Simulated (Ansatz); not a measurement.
**ReF3 (ReO3 type): a single-point run**

Aim: a sound single-point run of ReF3 (ReO3 type). The structure is shown as the input types it.

Method: DFT PBE, scalar-relativistic, plane waves, PAW, in Ansatz 0.2.0.

1 further run of the same task is left out (it didn't finish). Runs told in other sessions of the task aren't counted.

## 1. The system as given

It takes space group Pm-3m (No. 221, cubic). The conventional cell has a = 4.073 Å, b = 4.073 Å, c = 4.073 Å, α = 90.00°, β = 90.00°, γ = 90.00°. Around Re (site symmetry m-3m) lie 6 F at 2.04 Å. Around F (site symmetry 4/mmm) lie 2 Re at 2.04 Å.

Structure file:

```
CELL_PARAMETERS angstrom
4.07274 0.00000 0.00000
0.00000 4.07274 0.00000
0.00000 0.00000 4.07274
ATOMIC_POSITIONS crystal
Re 0.00000 0.00000 0.00000
F 0.50000 0.00000 0.00000
F 0.00000 0.00000 0.50000
F 0.00000 0.50000 0.00000
```

## 2. Input and run

input.yaml reads:

```yaml
crystal:
  lattice:
    - [4.0727436752, 0.0, 0.0]
    - [0.0, 4.0727436752, 0.0]
    - [0.0, 0.0, 4.0727436752]
  atoms:
    - { symbol: Re, position: [0.0, 0.0, 0.0], spin: 2.0 }
    - { symbol: F, position: [0.5, 0.0, 0.0] }
    - { symbol: F, position: [0.0, 0.0, 0.5] }
    - { symbol: F, position: [0.0, 0.5, 0.0] }
basis:
  ecutwfc: 420
  ecutrho_ratio: 4
kpoints:
  mp_grid: { grid: [10, 10, 10] }
hamiltonian:
  xc: pbe
scf:
  occupations: { method: gaussian, width: 0.05 }
  convergence: { dr2_threshold: 1.0e-14 }
  max_iter: 50
output:
  forces: true
  stress: true
magnetization:
  spin_polarized: true
```

Command:

```bash
$ ansatz run input.yaml --threads 2 --pin off --max-ram 2662MiB --backend cpu --events-out ev --progress --plain --runs-dir out
```

What happens when this is run?

The run converged and reported no error. That alone doesn't make the input a sound one.

The suspect setting: scf.convergence.dr2_threshold is 1.0e-14. What could go wrong: threshold needlessly tight. Once met, so tight a threshold does no harm; it costs cycles.

The test: delete scf.convergence.dr2_threshold (the default then holds).
